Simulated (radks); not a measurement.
# Exchange and kinetic functionals tested on atomic densities: Ne³⁺, Sc¹¹⁺, Li⁺, Ag, Hg⁺, Sr

Aim: take each self-consistent density and evaluate many functionals on it, against the exact exchange and kinetic energies of the same orbitals. Every spin shell is full or empty, so the densities are truly spherical.

Method: non-relativistic Kohn-Sham, LDA (Slater exchange, Perdew-Wang correlation), spin-polarised, spherical densities, point nucleus; open shells are filled with parallel spins first. Code: radks (a radial shooting solver on a logarithmic mesh, Libxc functionals) version 1.

**1. What is computed**

```
species : Ne³⁺ ([He] 2s2 2p3), Sc¹¹⁺ ([Ne]), Li⁺ ([He]), Ag ([Kr] 4d10 5s1), Hg⁺ ([Xe] 4f14 5d10 6s1), Sr ([Kr] 5s2)
```

**2. Ne³⁺, [He] 2s2 2p3**

The run's settings:

```text
Z 10
configuration [He] 2s2 2p3
relativity non-relativistic
functional lda,pw
spin polarised
nucleus point
```

**3. Sc¹¹⁺, [Ne]**

The run's settings:

```text
Z 21
configuration [Ne]
relativity non-relativistic
functional lda,pw
spin polarised
nucleus point
```

**4. Li⁺, [He]**

The run's settings:

```text
Z 3
configuration [He]
relativity non-relativistic
functional lda,pw
spin polarised
nucleus point
```

**5. Ag, [Kr] 4d10 5s1**

The run's settings:

```text
Z 47
configuration [Kr] 4d10 5s1
relativity non-relativistic
functional lda,pw
spin polarised
nucleus point
```

**6. Hg⁺, [Xe] 4f14 5d10 6s1**

The run's settings:

```text
Z 80
configuration [Xe] 4f14 5d10 6s1
relativity non-relativistic
functional lda,pw
spin polarised
nucleus point
```

**7. Sr, [Kr] 5s2**

The run's settings:

```text
Z 38
configuration [Kr] 5s2
relativity non-relativistic
functional lda,pw
spin polarised
nucleus point
```

Q: Predict the outcome of this session. Wanted: for each run, error in magnitude; Ne³⁺; Sc¹¹⁺; Li⁺; Ag; Hg⁺; Sr.

As calculated:

```csv
error in magnitude (%),Ne³⁺,Sc¹¹⁺,Li⁺,Ag,Hg⁺,Sr
"exchange, LDA",-10.13,-8.36,-13.91,-4.91,-3.78,-5.41
"exchange, PBE",-0.88,-0.90,-1.39,-0.37,-0.32,-0.40
"exchange, WC",-2.33,-1.91,-3.44,-0.82,-0.60,-0.93
"exchange, SOGGA",-4.46,-3.87,-6.01,-2.27,-1.78,-2.49
"exchange, EV93",+2.47,+0.98,+4.60,-0.21,-0.49,-0.07
"exchange, revTPSS",-0.23,-0.68,+0.30,-0.86,-0.88,-0.83
"exchange, SCAN",+0.05,+0.27,+0.36,+0.22,+0.07,+0.24
"exchange, MS2",+0.22,-0.12,+0.49,-0.52,-0.65,-0.45
"exchange, TASK",-2.59,-2.31,+0.36,-2.25,-1.80,-2.44
"kinetic, Thomas-Fermi",-8.64,-6.76,-9.96,-5.39,-4.62,-5.77
"kinetic, von Weizsacker",-24.58,-40.10,+0.00,-57.64,-64.62,-54.54
"kinetic, TF + vW",+66.78,+53.13,+90.04,+36.97,+30.76,+39.70
"kinetic, TF + vW/9",-0.26,-0.11,+1.15,-0.68,-0.69,-0.71
"kinetic, TF + vW/5",+6.44,+5.22,+10.04,+3.08,+2.45,+3.33
"kinetic, Thakkar",+0.09,+0.28,+1.03,-0.55,-0.79,-0.49
"kinetic, Pearson",-2.78,-1.16,-3.73,-0.94,-0.84,-1.03
"kinetic, LKT",+41.19,+30.77,+60.44,+19.61,+15.89,+21.29
"kinetic, Ernzerhof",+1.06,+0.70,+4.67,-0.40,-0.48,-0.39
```

Negative means that the magnitude is too small. For exchange the mean absolute error is least for SCAN (0.20 %) and largest for LDA (7.75 %). Among the orbital-free kinetic functionals Thakkar (0.54 %) does best and TF + vW (52.90 %) worst. The functionals are evaluated on one density each, not self-consistently.
